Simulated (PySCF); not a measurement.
# TaH₄: relaxation and vibrations of the doublet

The task is one start of a wider search on TaH₄: the doublet, from a square planar start. It is relaxed, tested by its Hessian and followed downhill if it is a saddle.

Program: PySCF 2.14.0. Level of theory: PBE0, basis Ta def2-TZVP with ECP60, H def2-TZVP, scalar-relativistic core potentials, no spin–orbit coupling, density fitting. These are calculated values, not measurements.

## 1. The system as given

5 atoms, charge 0, spin multiplicity 2.

Bond lengths: Ta1–H2 1.780 Å, Ta1–H3 1.780 Å, Ta1–H4 1.780 Å, Ta1–H5 1.780 Å. Angles: H2–Ta1–H3 90.0°, H2–Ta1–H4 180.0°, H2–Ta1–H5 90.0°, H3–Ta1–H4 90.0°, H3–Ta1–H5 180.0°, H4–Ta1–H5 90.0°.

Coordinates in bohr (charge 0 multiplicity 2):
```
Ta    0.0000    0.0000    0.0000
H     3.3637    0.0000    0.0000
H     0.0000    3.3637    0.0000
H    -3.3637    0.0000    0.0000
H     0.0000   -3.3637    0.0000
```

## 2. First SCF at the start

One driver script runs all steps and calls PySCF; scf.py shows how it sets up the SCF of each step. The optimiser is the driver's own. After this first run the driver tries any further starts and a stability analysis.

Input file scf.py:

```python
from pyscf import gto, scf, dft
mol = gto.M(atom='''
Ta     0.000000     0.000000     0.000000
H      1.780000     0.000000     0.000000
H      0.000000     1.780000     0.000000
H     -1.780000     0.000000     0.000000
H     -0.000000    -1.780000     0.000000''',
    basis={'Ta': 'def2-TZVP', 'H': 'def2-TZVP'},
    ecp={'Ta': 'def2-TZVP'},
    charge=0, spin=1)
mf = dft.UKS(mol, xc='PBE0')
mf.grids.atom_grid = (50, 194)
aux = {'Ta': 'def2-universal-JKFIT', 'H': 'def2-universal-JKFIT'}
mf = mf.density_fit(auxbasis=aux)
mf.conv_tol = 1e-08
mf.diis_space = 10
mf.max_cycle = 60
mf.init_guess = 'minao'
mf.verbose = 4
mf.kernel()
```

On the command line:

```
$ OMP_NUM_THREADS=2 python axn.py task.json out
```

The log of the run:

```text
init E= -40.1500852789876
[... the frontier-level lines of each cycle are left out ...]
cycle= 1 E= -59.0690695938951  delta_E= -18.9  |g|= 0.27  |ddm|= 3.64
cycle= 2 E= -59.0988615613763  delta_E= -0.0298  |g|= 0.11  |ddm|= 0.529
cycle= 3 E= -59.1060519932061  delta_E= -0.00719  |g|= 0.0488  |ddm|= 0.213
cycle= 4 E= -59.1074584661976  delta_E= -0.00141  |g|= 0.00281  |ddm|= 0.0655
cycle= 5 E= -59.1074723786244  delta_E= -1.39e-05  |g|= 0.000793  |ddm|= 0.00877
cycle= 6 E= -59.1074742492564  delta_E= -1.87e-06  |g|= 9.44e-05  |ddm|= 0.0041
cycle= 7 E= -59.1074742694718  delta_E= -2.02e-08  |g|= 2.21e-05  |ddm|= 0.000343
cycle= 8 E= -59.1074742702673  delta_E= -7.96e-10  |g|= 2.67e-06  |ddm|= 7.85e-05
Extra cycle  E= -59.1074742702953  delta_E= -2.8e-11  |g|= 8.82e-07  |ddm|= 1.23e-05
converged SCF energy = -59.1074742702953  <S^2> = 0.75411198  2S+1 = 2.0041078
```

This step, with its further starts and checks, took 6.1 s on 2 threads of Arm Neoverse V1, shared host.

Energies from each starting density:

```tsv
start	energy (Eh)
the minimal-basis guess	-59.107474
a thermally smeared density	-59.159293
a smeared PBE density	-59.159293
```

The first run landed in a state that is too high. Following the other starts and the instabilities gains 136.0 kJ/mol (-59.15929 Eh), and the work goes on from there.

## 3. Square planar start, doublet: relaxation

The program finds D4h symmetry in the start, which this walk keeps.

Changes to scf.py since step 2:

```diff
@@ -7 +7 @@
-H     -0.000000    -1.780000     0.000000''',
+H      0.000000    -1.780000     0.000000''',
@@ -18 +17,0 @@
-mf.init_guess = 'minao'
```

Energy and gradient, step by step:

```tsv
step	energy (Eh)	change (kJ/mol)	largest symmetric gradient (Eh/bohr)
0	-59.159293	0.00	0.02291
1	-59.164455	-13.55	0.01016
2	-59.165864	-17.25	0.00141
3	-59.165894	-17.33	0.00010
4	-59.165894	-17.33	0.00000
```

The walk took 5.3 s.

Positions (Å) and forces (eV/Å) along the way:

```
step 0
Ta   0.000   0.000   0.000   0.000   0.000   0.000
H    1.780   0.000   0.000   1.178   0.000   0.000
H    0.000   1.780   0.000   0.000   1.178   0.000
H   -1.780   0.000   0.000  -1.178   0.000   0.000
H    0.000  -1.780   0.000   0.000  -1.178   0.000
step 1
Ta   0.000   0.000   0.000   0.000   0.000   0.000
H    1.822   0.000   0.000   0.523   0.000   0.000
H    0.000   1.822   0.000   0.000   0.523   0.000
H   -1.822   0.000   0.000  -0.523   0.000   0.000
H    0.000  -1.822   0.000   0.000  -0.523   0.000
step 2
Ta   0.000   0.000   0.000   0.000   0.000   0.000
H    1.854   0.000   0.000   0.073   0.000   0.000
H    0.000   1.854   0.000   0.000   0.073   0.000
H   -1.854   0.000   0.000  -0.073   0.000   0.000
H    0.000  -1.854   0.000   0.000  -0.073   0.000
step 3
Ta   0.000   0.000   0.000   0.000   0.000   0.000
H    1.860   0.000   0.000   0.005   0.000   0.000
H    0.000   1.860   0.000   0.000   0.005   0.000
H   -1.860   0.000   0.000  -0.005   0.000   0.000
H    0.000  -1.860   0.000   0.000  -0.005   0.000
step 4
Ta   0.000   0.000   0.000   0.000   0.000   0.000
H    1.860   0.000   0.000   0.000   0.000   0.000
H    0.000   1.860   0.000   0.000   0.000   0.000
H   -1.860   0.000   0.000   0.000   0.000   0.000
H    0.000  -1.860   0.000   0.000   0.000   0.000
```

After 4 steps and 17.3 kJ/mol it ends at D4h: Ta–H 1.860 Å (×4); H–Ta–H 90.0° (×4), H–Ta–H 180.0° (×2).

## 4. Vibrations and properties at this point

On the finer grid the gradient is checked again; gradients at displacements of ±0.02 bohr then give force constants and infrared intensities.

Changes to scf.py since step 3:

```diff
@@ -4,4 +4,4 @@
-H      1.780000     0.000000     0.000000
-H      0.000000     1.780000     0.000000
-H     -1.780000     0.000000     0.000000
-H      0.000000    -1.780000     0.000000''',
+H      1.860097    -0.000000     0.000000
+H     -0.000000     1.860097     0.000000
+H     -1.860097     0.000000     0.000000
+H      0.000000    -1.860097     0.000000''',
@@ -12 +12 @@
-mf.grids.atom_grid = (50, 194)
+mf.grids.atom_grid = (75, 302)
@@ -15 +15 @@
-mf.conv_tol = 1e-08
+mf.conv_tol = 1e-10
```

The driver hands on the density of the step before, so the log starts near convergence.

SCF at the final geometry:

```text
init E= -59.1659195507259
[... the frontier-level lines of each cycle are left out ...]
cycle= 1 E= -59.1659195507267  delta_E= -7.67e-13  |g|= 2.34e-06  |ddm|= 6.95e-06
Extra cycle  E= -59.1659195507275  delta_E= -8.24e-13  |g|= 2.12e-06  |ddm|= 6.47e-06
converged SCF energy = -59.1659195507275  <S^2> = 0.75137757  2S+1 = 2.0013771
```

The whole step took 17 s.

Geometry: D4h; Ta–H 1.860 Å (×4); H–Ta–H 90.0° (×4), H–Ta–H 180.0° (×2).

Harmonic modes (main isotopes):

| symmetry | ω (cm⁻¹) | IR (km/mol) | μ (u) |
| --- | --- | --- | --- |
| b2u | 1611i | 0.0 | 1.01 |
| a2u | 1280i | 1898 | 1.03 |
| eu | 1191i | 1316 | 1.02 |
| b2g | 718 | 0.0 | 1.01 |
| eu | 1625 | 1899 | 1.02 |
| b1g | 1822 | 0.0 | 1.01 |
| a1g | 1850 | 0.0 | 1.01 |

4 modes are imaginary, the largest at 1611i cm⁻¹: a saddle point, not a minimum.

Properties at this point:

- Dipole moment: 0.00 D
- Highest occupied level: -7.82 eV
- Lowest empty level: -4.88 eV
- Rotational constants: 2.417, 2.417, 1.209 cm⁻¹
- Zero-point energy (real modes): 45.7 kJ/mol
- Principal polarisabilities: 56.4, 63.5, 63.5 bohr³
- Atomisation energy without zero-point energy: 890 kJ/mol
- Principal traceless quadrupole moments about the centre of mass: -5.74, -5.74, 11.48 D Å
- Spin squared ⟨S²⟩: 0.751

Populations by atom (charges in e):

```csv
atom,Mulliken,Löwdin,polar tensor,spin (Mulliken),Mayer order to Ta1
Ta1,0.50,0.78,2.62,1.06,–
"H2,3,4,5",-0.12,-0.19,-0.66,-0.02,0.89
```

Outer orbital energies (eV). α occupied: -44.57, -43.83, -43.83, -11.50, -10.69, -8.58, -7.82, -7.82; empty: -4.88, -4.88, -4.50, -1.87. β occupied: -78.26, -43.41, -43.41, -43.38, -11.40, -10.58, -7.84, -7.84; empty: -4.36, -4.36, -4.27, -4.09.

Mulliken populations on Ta1 (outside its core potential): s 3.12, p 7.09, d 2.25, f 0.04.

## 5. Following the imaginary mode

The atoms are moved a little along the softest imaginary mode and relaxed again.

The program finds D2d symmetry in the start, which this walk keeps. The walk stops when the largest gradient is under 0.0003 Eh/bohr and the energy has settled too.

Changes to scf.py since step 4:

```diff
@@ -3,5 +3,5 @@
-Ta     0.000000     0.000000     0.000000
-H      1.860097    -0.000000     0.000000
-H     -0.000000     1.860097     0.000000
-H     -1.860097     0.000000     0.000000
-H      0.000000    -1.860097     0.000000''',
+Ta     0.000000     0.000000    -0.000000
+H      1.860097    -0.000000    -0.120000
+H     -0.000000     1.860097     0.120000
+H     -1.860097     0.000000    -0.120000
+H      0.000000    -1.860097     0.120000''',
@@ -12 +12 @@
-mf.grids.atom_grid = (75, 302)
+mf.grids.atom_grid = (50, 194)
@@ -15 +15 @@
-mf.conv_tol = 1e-10
+mf.conv_tol = 1e-08
```

Energy and gradient, step by step:

```tsv
step	energy (Eh)	change (kJ/mol)	largest symmetric gradient (Eh/bohr)
0	-59.174068	0.00	0.01512
1	-59.196174	-58.04	0.01817
2	-59.220299	-121.38	0.01663
3	-59.246027	-188.93	0.01869
4	-59.260560	-227.09	0.01313
5	-59.266918	-243.78	0.00397
6	-59.267868	-246.27	0.00052
7	-59.267917	-246.40	0.00005
```

The walk took 10 s.

Geometry (Å) and forces (eV/Å) at some steps:

```
step 0
Ta   0.000   0.000   0.000   0.000   0.000   0.000
H    1.860   0.000  -0.120  -0.182   0.000  -0.778
H    0.000   1.860   0.120   0.000  -0.182   0.778
H   -1.860   0.000  -0.120   0.182   0.000  -0.778
H    0.000  -1.860   0.120   0.000   0.182   0.778
step 1
Ta   0.000   0.000   0.000   0.000   0.000   0.000
H    1.843   0.000  -0.280  -0.509   0.000  -0.934
H    0.000   1.843   0.280   0.000  -0.509   0.934
H   -1.843   0.000  -0.280   0.509   0.000  -0.934
H    0.000  -1.843   0.280   0.000   0.509   0.934
step 4
Ta   0.000   0.000   0.000   0.000   0.000   0.000
H    1.638   0.000  -0.811  -0.675   0.000  -0.012
H    0.000   1.638   0.811   0.000  -0.675   0.012
H   -1.638   0.000  -0.811   0.675   0.000  -0.012
H    0.000  -1.638   0.811   0.000   0.675   0.012
step 7
Ta   0.000   0.000   0.000   0.000   0.000   0.000
H    1.486   0.000  -0.964  -0.002   0.000  -0.002
H    0.000   1.486   0.964   0.000  -0.002   0.002
H   -1.486   0.000  -0.964   0.002   0.000  -0.002
H    0.000  -1.486   0.964   0.000   0.002   0.002
```

It settles in D2d symmetry, 246.4 kJ/mol below the start, after 7 steps: Ta–H 1.771 Å (×4); H–Ta–H 107.2° (×4), H–Ta–H 114.1° (×2).

## 6. Hessian and properties

As before: finer grid, then central differences.

Changes to scf.py since step 5:

```diff
@@ -4,4 +4,4 @@
-H      1.860097    -0.000000    -0.120000
-H     -0.000000     1.860097     0.120000
-H     -1.860097     0.000000    -0.120000
-H      0.000000    -1.860097     0.120000''',
+H      1.485787    -0.000000    -0.963912
+H      0.000000     1.485787     0.963912
+H     -1.485787    -0.000000    -0.963912
+H      0.000000    -1.485787     0.963912''',
@@ -12 +12 @@
-mf.grids.atom_grid = (50, 194)
+mf.grids.atom_grid = (75, 302)
@@ -15 +15 @@
-mf.conv_tol = 1e-08
+mf.conv_tol = 1e-10
```

Log of the central SCF (cycles and frontier levels):

```text
init E= -59.2679637894611
[... the frontier-level lines of each cycle are left out ...]
cycle= 1 E= -59.2679637893782  delta_E= 8.29e-11  |g|= 1.66e-05  |ddm|= 3.02e-05
cycle= 2 E= -59.2679637892056  delta_E= 1.73e-10  |g|= 2.35e-05  |ddm|= 4.23e-05
cycle= 3 E= -59.2679637895511  delta_E= -3.46e-10  |g|= 1.33e-07  |ddm|= 2.48e-05
cycle= 4 E= -59.2679637895508  delta_E= 2.98e-13  |g|= 3.47e-09  |ddm|= 5.45e-07
Extra cycle  E= -59.2679637895516  delta_E= -7.53e-13  |g|= 1.86e-09  |ddm|= 1.22e-08
converged SCF energy = -59.2679637895516  <S^2> = 0.75451818  2S+1 = 2.0045131
```

The whole step took 20 s on 2 threads of Arm Neoverse V1, shared host.

Geometry: D2d; Ta–H 1.771 Å (×4); H–Ta–H 107.2° (×4), H–Ta–H 114.1° (×2).

Modes, for the most abundant isotopes:

```json
{"symmetry": "e", "ω (cm⁻¹)": "460", "IR (km/mol)": "369", "μ (u)": "1.02"}
{"symmetry": "b2", "ω (cm⁻¹)": "587", "IR (km/mol)": "135", "μ (u)": "1.02"}
{"symmetry": "a1", "ω (cm⁻¹)": "631", "IR (km/mol)": "0.0", "μ (u)": "1.01"}
{"symmetry": "b1", "ω (cm⁻¹)": "787", "IR (km/mol)": "0.0", "μ (u)": "1.01"}
{"symmetry": "b2", "ω (cm⁻¹)": "1846", "IR (km/mol)": "237", "μ (u)": "1.02"}
{"symmetry": "e", "ω (cm⁻¹)": "1857", "IR (km/mol)": "801", "μ (u)": "1.02"}
{"symmetry": "a1", "ω (cm⁻¹)": "1908", "IR (km/mol)": "0.0", "μ (u)": "1.01"}
```

Every mode is real; the point is a minimum.

Properties at this point:

| Property | Result |
| --- | --- |
| Dipole moment | 0.00 D |
| Highest occupied level | -5.73 eV |
| Lowest empty level | -3.05 eV |
| Rotational constants | 2.057, 2.057, 1.894 cm⁻¹ |
| Zero-point energy | 62.2 kJ/mol |
| Principal polarisabilities | 46.8, 46.8, 54.6 bohr³ |
| Atomisation energy without zero-point energy | 1158 kJ/mol |
| Principal traceless quadrupole moments about the centre of mass | -0.69, 0.34, 0.34 D Å |
| Entropy at 298.15 K and 1 bar (electronic part: spin only) | 254.3 J/(mol K) |
| Heat capacity Cp at 298.15 K | 56.1 J/(mol K) |
| Enthalpy at 298.15 K above 0 K | 12.30 kJ/mol |
| Rotational symmetry number | 4 |
| Spin squared ⟨S²⟩ | 0.755 |

Populations by atom (charges in e):

| atom | Mulliken | Löwdin | polar tensor | spin (Mulliken) | Mayer order to Ta1 |
| --- | --- | --- | --- | --- | --- |
| Ta1 | 0.58 | 0.48 | 1.37 | 1.16 | – |
| H2,3,4,5 | -0.14 | -0.12 | -0.34 | -0.04 | 0.98 |

Outer orbital energies (eV). α occupied: -41.26, -41.26, -41.15, -10.34, -9.18, -8.83, -8.83, -5.73; empty: -3.05, -1.75, -1.75, -1.75. β occupied: -75.07, -40.76, -40.76, -39.85, -10.16, -9.01, -8.74, -8.74; empty: -2.60, -1.60, -1.48, -1.48.

Mulliken populations on Ta1 (outside its core potential): s 2.87, p 6.42, d 3.10, f 0.03.

## 7. The points found, side by side

| spin | group | bonds | imaginary modes (cm⁻¹) | ΔE (kJ/mol) | with zero-point energy |
| --- | --- | --- | --- | --- | --- |
| doublet | D2d | Ta–H 1.771 Å (×4) | none | 0.0 | 0.0 |
| doublet | D4h | Ta–H 1.860 Å (×4) | 1611i, 1280i, 1191i, 1191i | 267.9 | – |

## 8. Results

```
                                          quantity                                                                  value
                                           minimum                                                           doublet, D2d
                                          geometry              Ta–H 1.771 Å (×4); H–Ta–H 107.2° (×4), H–Ta–H 114.1° (×2)
                                wavenumbers (cm⁻¹)  460 (e), 587 (b2), 631 (a1), 787 (b1), 1846 (b2), 1857 (e), 1908 (a1)
                                     dipole moment                                                                 0.00 D
highest occupied, lowest empty level (either spin)                                                        -5.73, -3.05 eV
                        polar-tensor charge of Ta1                                                                +1.37 e
                                 zero-point energy                                                            62.2 kJ/mol
                               entropy at 298.15 K                                                        254.3 J/(mol K)
         atomisation energy (no zero-point energy)                                                            1158 kJ/mol
                                              ⟨S²⟩                                                                  0.755
```

What this shows: The square planar start (D4h) ends in a minimum of D2d symmetry, after a stop at a higher-order saddle point 267.9 kJ/mol higher, from which it was pushed off along an imaginary mode. The strongest infrared band lies at 1857 cm⁻¹ (e, stretch). Ta1 has a polar-tensor charge of +1.4 e (a dipole derivative, not a static charge), yet symmetry cancels the bond dipoles. Most of the spin sits on Ta1 (Mulliken spin 1.16, against 1 for the whole molecule). The first SCF alone would have been 136 kJ/mol too high. Other starts or spin states, not run here, may lie lower. Open d and f shells are described by one determinant, and the ground state may have another occupation or spin. With an element this heavy the missing spin–orbit coupling can shift these numbers.

The search up to here took 59 s.
